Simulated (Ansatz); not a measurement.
# MgCd3Te4: the cost of one run

Program: Ansatz 0.2.0. Level of theory: DFT PBE, scalar-relativistic, plane waves, PAW. These are calculated values, not measurements.

**1. The structure to begin with**

Symmetry: P-4m2, No. 115, tetragonal system. The conventional cell has a = 4.315 Å, b = 4.315 Å, c = 12.205 Å, α = 90.00°, β = 90.00°, γ = 90.00°. Around Mg (site symmetry -4m2) lie 4 Te at 2.64 Å. Around Cd (site symmetry 2mm) lie 4 Te at 2.64 Å. Cd (site symmetry -4m2) has 4 Te at 2.64 Å as nearest neighbours. Te (site symmetry 2mm) is surrounded by 2 Mg at 2.64 Å and 2 Cd at 2.64 Å. Around Te (site symmetry 2mm) lie 4 Cd at 2.64 Å.

Coordinates:

```cif
data_structure
_symmetry_space_group_name_H-M 'P-4m2'
_symmetry_Int_Tables_number 115
_cell_length_a 4.3151
_cell_length_b 4.3151
_cell_length_c 12.2051
_cell_angle_alpha 90.000
_cell_angle_beta 90.000
_cell_angle_gamma 90.000
_cell_volume 227.26
loop_
_atom_site_label
_atom_site_type_symbol
_atom_site_symmetry_multiplicity
_atom_site_Wyckoff_symbol
_atom_site_fract_x
_atom_site_fract_y
_atom_site_fract_z
_atom_site_occupancy
Mg1 Mg 1 b 0.50000 0.50000 0.00000 1
Cd1 Cd 2 e 0.00000 0.00000 0.75000 1
Cd2 Cd 1 c 0.50000 0.50000 0.50000 1
Te1 Te 2 g 0.50000 0.00000 0.87500 1
Te2 Te 2 g 0.50000 0.00000 0.37500 1
```

The start is an ordering of an alloy on its end members' structure types: elements ordered on the sites of the MgTe type, Cd/Mg on Mg (P-4m2, No. 115).

**2. Probe: one point on a coarse mesh**

Input file input.yaml:

```yaml
crystal:
  lattice:
    - [4.31513795, 0.0, 0.0]
    - [0.0, 4.31513795, 0.0]
    - [0.0, 0.0, 12.20505323]
  atoms:
    - { symbol: Mg, position: [0.5, 0.5, 0.0] }
    - { symbol: Cd, position: [0.0, 0.0, 0.75] }
    - { symbol: Cd, position: [0.0, 0.0, 0.25] }
    - { symbol: Cd, position: [0.5, 0.5, 0.5] }
    - { symbol: Te, position: [0.5, 0.0, 0.875] }
    - { symbol: Te, position: [0.0, 0.5, 0.125] }
    - { symbol: Te, position: [0.5, 0.0, 0.375] }
    - { symbol: Te, position: [0.0, 0.5, 0.625] }
basis:
  ecutwfc: 420
kpoints:
  mp_grid: { grid: [4, 4, 2] }
hamiltonian:
  xc: pbe
scf:
  occupations: { method: gaussian, width: 0.1 }
  lower_state_search: "off"
output:
  forces: true
  stress: true
  eigenvalues: true
```

Launch:

```
$ ansatz run input.yaml --threads 1 --pin off --max-ram 2560MiB --backend cpu --events-out ev --progress --plain --runs-dir out
```

Q: Estimate wall time and peak memory on 1 thread of Intel Xeon Platinum 8375C at 2.90GHz (Ice Lake), shared host.

About 14 s, with a peak of 0.56 GiB.
